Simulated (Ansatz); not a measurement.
**CH₂AlClFN: small, medium and large basis sets**

How large a basis does CH₂AlClFN need? Two functionals are run in growing sets.

The runs use Ansatz 0.2.0, Gaussian basis; one geometry, several basis sets.

Plan: PBE0-D4/def2-SVP; ωB97M-V/def2-SVP; PBE0-D4/def2-QZVPP; ωB97M-V/def2-QZVPP; the functionals' def2-TZVPP values are taken from earlier runs.

## 1. The relaxed structure

The geometry comes from an earlier relaxation with PBE0-D4 in a triple-zeta def2 set; it is a stationary point, not always the lowest conformer.

SMILES `N=[C](Cl)[AlH][F]`, 7 atoms, charge 0, spin multiplicity 1.

Atoms are counted from 1 here; the program's logs count them from 0.

Bond lengths: N1–C2 1.253 Å, N1–H6 1.022 Å, C2–Cl3 1.780 Å, C2–Al4 1.970 Å, Al4–F5 1.643 Å, Al4–H7 1.566 Å. Angles: C2–N1–H6 114.9°, N1–C2–Cl3 122.7°, N1–C2–Al4 117.7°, Cl3–C2–Al4 119.7°, C2–Al4–F5 117.5°, C2–Al4–H7 122.4°, F5–Al4–H7 120.1°.

Geometry (Å):

```
N     0.9510   -0.9488    0.8837
C    -0.0762   -0.3133    0.5487
Cl   -1.5620   -0.3037    1.5290
Al   -0.0137    0.7028   -1.1384
F    -1.3957    1.4453   -1.6271
H     0.8711   -1.4648    1.7628
H     1.2867    0.8144   -2.0044
```

## 2. PBE0-D4 in def2-SVP

Input file in.yaml:

```yaml
crystal:
  periodic: [false, false, false]
  atoms:
    - {symbol: N, position_ang: [0.950957, -0.948755, 0.883738]}
    - {symbol: C, position_ang: [-0.076212, -0.313272, 0.548699]}
    - {symbol: Cl, position_ang: [-1.562004, -0.303738, 1.528962]}
    - {symbol: Al, position_ang: [-0.013660, 0.702800, -1.138358]}
    - {symbol: F, position_ang: [-1.395679, 1.445310, -1.627141]}
    - {symbol: H, position_ang: [0.871063, -1.464782, 1.762798]}
    - {symbol: H, position_ang: [1.286735, 0.814436, -2.004398]}
basis:
  gaussian: {orbitals: def2-SVP}
hamiltonian: {xc: pbe0, dispersion: d4}
output: {orbitals: {seedname: orbitals}}
```

Command:

```sh
ansatz run in.yaml --threads 2 --pin off --events-out ev --progress --plain --max-ram 4352MiB
```

The runs that follow: ωB97M-V in def2-SVP; PBE0-D4 in def2-QZVPP; ωB97M-V in def2-QZVPP.

Q: Predict the results of all the runs planned. Wanted: PBE0-D4: double and triple zeta above quadruple; ωB97M-V: double and triple zeta above quadruple.

As calculated:

| quantity | value |
| --- | --- |
| PBE0-D4: double and triple zeta above quadruple | 13.95, 0.88 eV |
| ωB97M-V: double and triple zeta above quadruple | 14.00, 0.83 eV |

For PBE0-D4 the step from double to triple zeta gains 13.07 eV and the next only 0.88 eV. Total energies overstate the basis error of differences, where much of it tends to cancel.
